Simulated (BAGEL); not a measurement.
# HF/3-21G (density fitting with qzvpp-jkfit) run of BNH3Br (SMILES NBBr)

Aim: the vertical singlet–triplet gap of BNH3Br at HF/3-21G (density fitting with qzvpp-jkfit), from 2 runs. 

The results are computed with BAGEL 1.2.2.

6 further runs of the same task are left out: 4 that didn't finish, 2 set aside as unsound or not needed.

### Step 1. The structure to begin with

The species is BNH3Br (6 atoms), meant as a singlet with charge 0. As SMILES, `NBBr`. The coordinates come from a PBE0-D4/def2-TZVP relaxation.

Bond lengths: N1–B2 1.380 Å, B2–Br3 1.931 Å, N1–H4 1.006 Å, N1–H5 1.006 Å, B2–H6 1.190 Å. Angles: N1–B2–Br3 119.6°, N1–B2–H6 122.0°, Br3–B2–H6 118.4°, B2–N1–H4 122.1°, B2–N1–H5 123.3°, H4–N1–H5 114.6°.

### Step 2. A single-point energy at HF/3-21G (density fitting with qzvpp-jkfit)

File job.json:

```json
{ "bagel" : [

{
  "title" : "molecule",
  "basis" : "3-21g",
  "df_basis" : "qzvpp-jkfit",
  "angstrom" : true,
  "geometry" : [
    { "atom" : "N", "xyz" : [      -0.228400,      -0.210700,      -0.724700 ] },
    { "atom" : "B", "xyz" : [       0.246400,      -0.041600,       0.560100 ] },
    { "atom" : "Br", "xyz" : [       0.107800,       1.687200,       1.408500 ] },
    { "atom" : "H", "xyz" : [      -0.174900,      -1.094700,      -1.201500 ] },
    { "atom" : "H", "xyz" : [      -0.652700,       0.528800,      -1.259400 ] },
    { "atom" : "H", "xyz" : [       0.743900,      -0.933100,       1.170700 ] }
  ]
},

{
  "title" : "hf"
},

{
  "title" : "print",
  "file" : "orbitals.molden",
  "orbitals" : true
}

]}
```

Launch:

```console
$ BAGEL_NUM_THREADS=1 BAGEL job.json > job.out
```

The program printed:

```text
* using 1 threads per process

  ===============================================================
  ===============================================================

  *** Geometry ***

  { "atom" : "N", "xyz" : [     -0.431613,     -0.398165,     -1.369485 ] },
  { "atom" : "B", "xyz" : [      0.465629,     -0.078613,      1.058436 ] },
  { "atom" : "Br", "xyz" : [      0.203712,      3.188346,      2.661679 ] },
  { "atom" : "H", "xyz" : [     -0.330513,     -2.068683,     -2.270506 ] },
  { "atom" : "H", "xyz" : [     -1.233424,      0.999287,     -2.379921 ] },
  { "atom" : "H", "xyz" : [      1.405767,     -1.763303,      2.212302 ] },

  Number of auxiliary basis functions:      472

  Since a DF basis is specified, we compute 2- and 3-index integrals:
    o Being stored without compression. Storage requirement is 0.008 GB

  Number of basis functions:       46
  Number of electrons      :       50

    * METHOD: MOLECULE                             0.14

  *** RHF ***

  === Nuclear Repulsion ===
   138.7643875484

      * DIIS with orbital gradients will be used.

  === RHF iteration (3-21g) ===
      0      -2640.47889873          0.02201305           0.03
      1      -2640.54283145          0.01066614           0.03
      2      -2640.55822414          0.00150416           0.03
      3      -2640.55881503          0.00022530           0.03
      4      -2640.55883502          0.00006390           0.03
      5      -2640.55883735          0.00001561           0.03
      6      -2640.55883750          0.00000423           0.03
      7      -2640.55883751          0.00000097           0.03
      8      -2640.55883751          0.00000023           0.03
      9      -2640.55883751          0.00000007           0.03
     10      -2640.55883751          0.00000003           0.03
     11      -2640.55883751          0.00000001           0.03
    * SCF iteration converged.

    * Permanent dipole moment:
           (    0.236552,     0.737600,     1.089212) a.u.

    * METHOD: HF                                   0.49

    * METHOD: PRINT                                0.00

  ===============================================================
```

It took 0.78 s on 1 thread of Arm Neoverse V2, shared host; peak memory 0.082 GiB.

### Step 3. The triplet at the same level

File hf.json:

```json
{ "bagel" : [

{
  "title" : "molecule",
  "basis" : "3-21g",
  "df_basis" : "qzvpp-jkfit",
  "angstrom" : true,
  "geometry" : [
    { "atom" : "N", "xyz" : [   -0.228400,   -0.210700,   -0.724700 ] },
    { "atom" : "B", "xyz" : [    0.246400,   -0.041600,    0.560100 ] },
    { "atom" : "Br", "xyz" : [    0.107800,    1.687200,    1.408500 ] },
    { "atom" : "H", "xyz" : [   -0.174900,   -1.094700,   -1.201500 ] },
    { "atom" : "H", "xyz" : [   -0.652700,    0.528800,   -1.259400 ] },
    { "atom" : "H", "xyz" : [    0.743900,   -0.933100,    1.170700 ] }
  ]
},
{
  "title" : "uhf",
  "nopen" : 2
},
{
  "title" : "print",
  "file" : "orbitals.molden",
  "orbitals" : true
}

]}
```

Launch:

```console
$ BAGEL_NUM_THREADS=1 BAGEL hf.json > hf.out
```

The program printed:

```text
* using 1 threads per process

  ===============================================================
  ===============================================================

  *** Geometry ***

  { "atom" : "N", "xyz" : [     -0.431613,     -0.398165,     -1.369485 ] },
  { "atom" : "B", "xyz" : [      0.465629,     -0.078613,      1.058436 ] },
  { "atom" : "Br", "xyz" : [      0.203712,      3.188346,      2.661679 ] },
  { "atom" : "H", "xyz" : [     -0.330513,     -2.068683,     -2.270506 ] },
  { "atom" : "H", "xyz" : [     -1.233424,      0.999287,     -2.379921 ] },
  { "atom" : "H", "xyz" : [      1.405767,     -1.763303,      2.212302 ] },

  Number of auxiliary basis functions:      472

  Since a DF basis is specified, we compute 2- and 3-index integrals:
    o Being stored without compression. Storage requirement is 0.008 GB

  Number of basis functions:       46
  Number of electrons      :       50

    * METHOD: MOLECULE                             0.14

  *** Open-shell HF ***

  === Nuclear Repulsion ===
   138.7643875484

      * DIIS with orbital gradients will be used.

  === UHF iteration (3-21g) ===
      0      -2640.19516966          0.04826335           0.06
      1      -2640.27294574          0.02197085           0.06
      2      -2640.29032183          0.01252953           0.06
      3      -2640.29657300          0.00210669           0.06
      4      -2640.29860134          0.00132568           0.06
      5      -2640.30018487          0.00073892           0.06
      6      -2640.30081064          0.00052079           0.06
      7      -2640.30103429          0.00041723           0.06
      8      -2640.30130484          0.00021597           0.06
      9      -2640.30135631          0.00008518           0.06
     10      -2640.30136086          0.00003536           0.06
     11      -2640.30136236          0.00001294           0.06
     12      -2640.30136267          0.00000445           0.06
     13      -2640.30136273          0.00000182           0.06
     14      -2640.30136274          0.00000080           0.06
     15      -2640.30136274          0.00000056           0.06
     16      -2640.30136274          0.00000044           0.06
     17      -2640.30136274          0.00000022           0.06
     18      -2640.30136274          0.00000007           0.06
     19      -2640.30136274          0.00000004           0.06
     20      -2640.30136274          0.00000002           0.06
     21      -2640.30136274          0.00000001           0.06
    * SCF iteration converged.

    * S^2 (UHF) is 2.0083

    * Permanent dipole moment:
           (    0.296795,    -1.186791,    -0.085889) a.u.

    * METHOD: UHF                                  1.46

    * METHOD: PRINT                                0.00

  ===============================================================
```

Wall time 1.8 s (1 thread of Arm Neoverse V2, shared host); peak memory 0.082 GiB.

### Step 4. What came out

At HF/3-21G (density fitting with qzvpp-jkfit):

| quantity | value |
| --- | --- |
| singlet: total energy | -2640.55884 Eh |
| singlet: dipole moment | 3.40 D |
| singlet: HOMO energy | -10.62 eV |
| singlet: LUMO energy | 4.34 eV |
| singlet: HOMO–LUMO gap | 14.96 eV |
| triplet: total energy | -2640.30136 Eh |
| triplet: dipole moment | 3.12 D |
| triplet: ⟨S²⟩ | 2.008 |
| vertical energy of the triplet above the singlet | 7.006 eV |

**Reading.** At this shape the triplet lies 7.01 eV (162 kcal/mol) above the singlet.
